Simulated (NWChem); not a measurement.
# Plane-wave run on LiCl (rocksalt type)

```yaml
crystal:
  lattice:
    - [0.00000, 2.48634, 2.48634]
    - [2.48634, 0.00000, 2.48634]
    - [2.48634, 2.48634, 0.00000]
  atoms:
    - { symbol: Cl, position: [0.00000, 0.00000, 0.00000] }
    - { symbol: Li, position: [0.50000, 0.50000, 0.50000] }
```

Program: NWChem. Origin of the cell: lattice set by a structure generator, not relaxed at this level; this structure type may not be the compound's usual one.

Norm-conserving pseudopotentials with valence charges Cl 7, Li 1, fixed occupations, no spin-orbit coupling, density cut at twice the wavefunction cutoff.

Level: LDA (Vosko), Troullier-Martins, cutoff 30 Ha, density from a 4×4×4 mesh. Bands run along Γ–X–U|K–Γ–L–W–X with k in units of the cell's reciprocal vectors.

**Question.** Give the band energies at the labelled points, in eV from the valence-band top.

**Answer.** 
| point | k | band 1 | band 2 | band 3 | band 4 | band 5 | band 6 |
|---|---|---|---|---|---|---|---|
| Γ | 0.000 0.000 0.000 | -13.73 | -0.01 | -0.01 | 0.00 | 6.43 | 11.65 |
| X | 0.500 0.000 0.500 | -12.66 | -3.45 | -1.33 | -1.33 | 7.74 | 7.81 |
| U | 0.625 0.250 0.625 | -12.70 | -2.98 | -2.13 | -1.00 | 7.80 | 9.90 |
| K | 0.375 0.375 0.750 | -12.70 | -2.98 | -2.13 | -1.00 | 7.80 | 9.90 |
| L | 0.500 0.500 0.500 | -12.99 | -3.31 | -0.30 | -0.30 | 6.43 | 9.15 |
| W | 0.500 0.250 0.750 | -12.67 | -2.56 | -2.56 | -1.27 | 9.58 | 9.94 |
Bands up to 4 are filled.
